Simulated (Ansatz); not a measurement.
Write a Python script for Ansatz 0.2.0 through its Python package that makes a single point in a Gaussian basis of Br2F2Ge, SMILES [F][Ge]([F])([Br])[Br]. Level of theory: PBE0, def2-SVP basis, multiplicity 1, D4 dispersion.

```xyz
5

F     1.2883   -1.3214    0.4543
Ge    0.0132   -0.0625    0.1139
F    -0.8614    0.3373    1.5883
Br   -1.4270   -0.8749   -1.4484
Br    1.0368    1.8479   -0.7494
```

The script, `energy_br2f2ge.py`:
```python
"""Single point of Br2F2Ge."""

import sys

import ansatz as az
import numpy as np

BASIS_SET = "def2-SVP"
XC = "pbe0"
DISPERSION = "d4"


def main() -> None:
    system = (
        az.Crystal.molecule()
        .atom("F", [1.2883, -1.3214, 0.4543])
        .atom("Ge", [0.0132, -0.0625, 0.1139])
        .atom("F", [-0.8614, 0.3373, 1.5883])
        .atom("Br", [-1.427, -0.8749, -1.4484])
        .atom("Br", [1.0368, 1.8479, -0.7494])
    )

    model = system.calculation().basis(gaussian=BASIS_SET).functional(XC, dispersion=DISPERSION).forces()
    try:
        summary = model.run(threads=1, backend="cpu").report
    except az.AnsatzError as error:
        sys.exit(f"{type(error).__name__}: {error}")

    print(f"E = {summary['free_energy_ev']:.6f} eV = {summary['free_energy_ev'] / 27.211386246:.7f} Ha")
    print("converged:", summary["converged"], " doubts:", summary["published_state_doubts"] or "none")

    state = summary["mean_field"]["state"]
    print(f"mean field: {state['energy']['hartree']:.7f} Ha, <S^2> = {abs(state['spin_squared']):.4f}, stability: {state.get('stability', {}).get('kind')}")

    symbols = [site.symbol for site in system.cartesian_sites]
    print("forces (eV/A)")
    for symbol, f in zip(symbols, summary["forces_ev_ang"]):
        print(f"  {symbol:2s} {f[0]:9.4f} {f[1]:9.4f} {f[2]:9.4f}")

    charges = summary["charge_distribution"]
    dipole = np.array(charges["dipole_moment_e_ang"]) * 4.803205
    print("dipole (D): {:.3f} {:.3f} {:.3f}, length {:.3f}".format(*dipole, np.linalg.norm(dipole)))
    print("atom  Mulliken   Lowdin")
    for symbol, m, l in zip(symbols, charges["mulliken_charges_e"], charges["lowdin_charges_e"]):
        print(f"{symbol:4s} {m:9.3f} {l:8.3f}")


if __name__ == "__main__":
    main()
```

Output of `python energy_br2f2ge.py`:
```text
E = -201991.987031 eV = -7423.0686083 Ha
converged: True  doubts: none
mean field: -7423.0629948 Ha, <S^2> = 0.0000, stability: minimum
forces (eV/A)
  F    -1.9198    1.8666   -0.2805
  Ge    1.3009   -0.5706    0.4695
  F     0.8397   -0.4468   -1.0666
  Br    0.1567   -0.0010    0.3279
  Br   -0.3775   -0.8482    0.5497
dipole (D): -0.553 0.577 -1.267, length 1.498
atom  Mulliken   Lowdin
F       -0.363   -0.050
Ge       1.039   -0.326
F       -0.348   -0.004
Br      -0.152    0.213
Br      -0.175    0.167
```

Total energies depend on the basis set; only differences at equal settings carry meaning. The geometry is a force-field or estimated start, not a minimum of this method, and the basis set is short of its limit. The Löwdin charges here are taken after orthogonalising the functions within each atom; they differ from plain Löwdin charges, and their signs can be unphysical. Finished in 9.6 s on 1 thread of Arm Neoverse V1 (shared host), peak memory 0.42 GiB.

(A comment or docstring line of the script was reworded after the run, the code is as it ran; lines on the test bed's own set-up are left out of the output.)
